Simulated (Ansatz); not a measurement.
# Cl2FH3O2Si2: one species, many methods

The task here is to estimate one member of a computed series from the others.

Computed with Ansatz 0.2.0, Gaussian basis. Level: functionals in def2-TZVPP, the program's frozen cores in correlated methods.

The runs, in order: PBE-D4, r2SCAN-D4, PBE0-D4, B3LYP-D4, ωB97X-V, ωB97M-V, B2PLYP; CCSD(T)/def2-TZVPP; MP2/def2-QZVPP; extrapolation to the limit.

### The geometry

An earlier PBE0-D4 in a triple-zeta def2 set relaxation fixed the geometry.

SMILES `O[Si](O)(Cl)[SiH](F)Cl`, 10 atoms, charge 0, spin multiplicity 1.

Atoms are counted from 1 here; the program's logs count them from 0.

Bond lengths: O1–Si2 1.623 Å, O1–H8 0.960 Å, Si2–O3 1.634 Å, Si2–Cl4 2.060 Å, Si2–Si5 2.340 Å, O3–H9 0.959 Å, Si5–F6 1.598 Å, Si5–Cl7 2.041 Å, Si5–H10 1.480 Å. Angles: Si2–O1–H8 119.5°, O1–Si2–O3 109.0°, O1–Si2–Cl4 112.2°, O1–Si2–Si5 105.9°, O3–Si2–Cl4 107.9°, O3–Si2–Si5 113.6°, Cl4–Si2–Si5 108.3°, Si2–O3–H9 118.2°, Si2–Si5–F6 107.7°, Si2–Si5–Cl7 109.7°, Si2–Si5–H10 115.4°, F6–Si5–Cl7 108.4°, F6–Si5–H10 107.5°, Cl7–Si5–H10 108.0°.

The first run:

in.yaml

```yaml
crystal:
  periodic: [false, false, false]
  atoms:
    - {symbol: O, position_ang: [0.225611, -1.619192, -1.077867]}
    - {symbol: Si, position_ang: [-0.234784, -0.668678, 0.154382]}
    - {symbol: O, position_ang: [0.454394, -1.212073, 1.532607]}
    - {symbol: Cl, position_ang: [-2.276703, -0.675824, 0.423547]}
    - {symbol: Si, position_ang: [0.421312, 1.499976, -0.431400]}
    - {symbol: F, position_ang: [0.176700, 2.439677, 0.837417]}
    - {symbol: Cl, position_ang: [-0.739210, 2.178366, -1.967405]}
    - {symbol: H, position_ang: [0.117226, -2.570277, -1.006627]}
    - {symbol: H, position_ang: [0.016068, -1.020347, 2.363806]}
    - {symbol: H, position_ang: [1.839405, 1.648371, -0.828461]}
basis:
  gaussian: {orbitals: def2-TZVPP}
hamiltonian: {xc: pbe, dispersion: d4}
output: {forces: true, orbitals: {seedname: orbitals}}
```

Launch:

```console
> ansatz run in.yaml --threads 2 --pin off --events-out ev --progress --plain --max-ram 31744MiB --backend cuda --devices 0, --max-vram 18GiB
```

Among the steps run: PBE-D4 (GGA); r2SCAN-D4 (meta-GGA); PBE0-D4 (hybrid); B3LYP-D4 (hybrid); ωB97X-V (range-separated); ωB97M-V (range-separated); B2PLYP (double hybrid); CCSD(T) in def2-TZVPP; MP2 in def2-QZVPP.

One table of the session follows, with a row left open; its other results are not shown here.

| method | atomisation energy (kJ/mol) |
| --- | --- |
| PBE-D4 | 3845.0 |
| r2SCAN-D4 | 3815.3 |
| PBE0-D4 | 3760.1 |
| B3LYP-D4 | 3753.2 |
| ωB97X-V | 3815.1 |
| ωB97M-V | 3811.5 |
| B2PLYP | ? |
| HF/def2-TZVPP | 2725.4 |
| MP2/def2-TZVPP | 3826.0 |
| CCSD/def2-TZVPP | 3612.5 |
| CCSD(T)/def2-TZVPP | 3681.0 |
| MP2/CBS | 3966.4 |
| CCSD(T)/CBS | 3821.5 |

Estimate the missing values for B2PLYP.

**Answer.** atomisation energy (kJ/mol): 3730.5. In the column «atomisation energy (kJ/mol)» it lies between CCSD(T)/def2-TZVPP (3681.0) and B3LYP-D4 (3753.2).

Limits of these values: Free atoms (2 O, 2 Si, 2 Cl, 1 F, 3 H) were run apart at each level; the atomisation energy is their sum less the molecule, without zero-point or spin-orbit terms.
